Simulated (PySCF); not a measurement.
# GeSe: basis, grid and Hamiltonian

Which parts of the numerical set-up matter for GeSe? Each run edits the base script.

Computed with PySCF 2.14.0. Level: each script names its method and basis.

1 further run of the same task is left out (it didn't finish).

## Step 1: Where the work starts

GeSe: 2 atoms, charge 0, spin multiplicity 1.

Bond lengths: Ge1–Se2 2.275 Å.

## Step 2: The base run

input.py reads:

```python
from pyscf import gto, scf, mp

mol = gto.M(
    atom='Ge 0 0 0; Se 0 0 2.275',
    basis='cc-pvdz-dk',
    charge=0,
    spin=0,
    verbose=3,
)
mf = scf.RHF(mol)
mf = mf.sfx2c1e()
mf.kernel()
mp.MP2(mf, frozen=18).kernel()
mf.dip_moment()
print('orbital energies (hartree):', mf.mo_energy[..., max(0, mol.nelec[1]-3):mol.nelec[0]+3].round(4))
```

Launch:

```console
$ OMP_NUM_THREADS=1 python input.py
```

The log of this run is left out.

In short: E(SCF) = -4525.033430 Eh, E(MP2) − E(SCF) = -0.22609 Eh, μ = 3.27 D (of the SCF density).

The bond length is a typed value, not an optimised one.

## Step 3: Lanl2dz (core potential on, X2C off)

Run 1 changes basis set: cc-pvdz-dk → lanl2dz; core potential: off → on; spin-free X2C: on → off; frozen orbitals: 18 → none. The core potential changes with it: totals don't compare.

input.py reads:

```python
from pyscf import gto, scf, mp

mol = gto.M(
    atom='Ge 0 0 0; Se 0 0 2.275',
    basis='lanl2dz',
    ecp={'Ge': 'lanl2dz', 'Se': 'lanl2dz'},
    charge=0,
    spin=0,
    verbose=3,
)
mf = scf.RHF(mol)
mf.kernel()
mp.MP2(mf).kernel()
mf.dip_moment()
print('orbital energies (hartree):', mf.mo_energy[..., max(0, mol.nelec[1]-3):mol.nelec[0]+3].round(4))
```

Launch:

```console
$ OMP_NUM_THREADS=1 python input.py
```

## Step 4: Pcseg-1 (X2C off)

Run 2 changes basis set: cc-pvdz-dk → pcseg-1; spin-free X2C: on → off.

input.py, as its differences from that of step 2:

```diff
@@ -4,3 +4,3 @@
     atom='Ge 0 0 0; Se 0 0 2.275',
-    basis='cc-pvdz-dk',
+    basis='pcseg-1',
     charge=0,
@@ -10,3 +10,2 @@
 mf = scf.RHF(mol)
-mf = mf.sfx2c1e()
 mf.kernel()
```

## Step 5: Cartesian functions on

Run 3 changes Cartesian functions: off → on.

input.py, as its differences from that of step 2:

```diff
@@ -7,2 +7,3 @@
     spin=0,
+    cart=True,
     verbose=3,
```

Before running it: what results should come out? Wanted: for each run, E(SCF); from base; gap; SCF dipole; after the SCF.

As calculated:

```tsv
run	E(SCF) (hartree)	from base (eV)	gap (eV)	SCF dipole (D)	functions	after the SCF
base	-4525.033430	0	9.27	3.27	54	MP2 correlation -6.152 eV, core frozen
lanl2dz (core potential on, X2C off)	-12.666793	not comparable	n/a	3.68	16	MP2 correlation -2.436 eV
pcseg-1 (X2C off)	-4474.657709	not comparable	9.34	3.17	54	MP2 correlation -5.643 eV, core frozen
Cartesian functions on	-4525.034483	-0.0287	9.27	3.25	n/a	MP2 correlation -6.313 eV, core frozen
```

**Reading.** Total energies from different bases, Hamiltonians or methods carry different errors, so properties are taken as differences within one set-up.
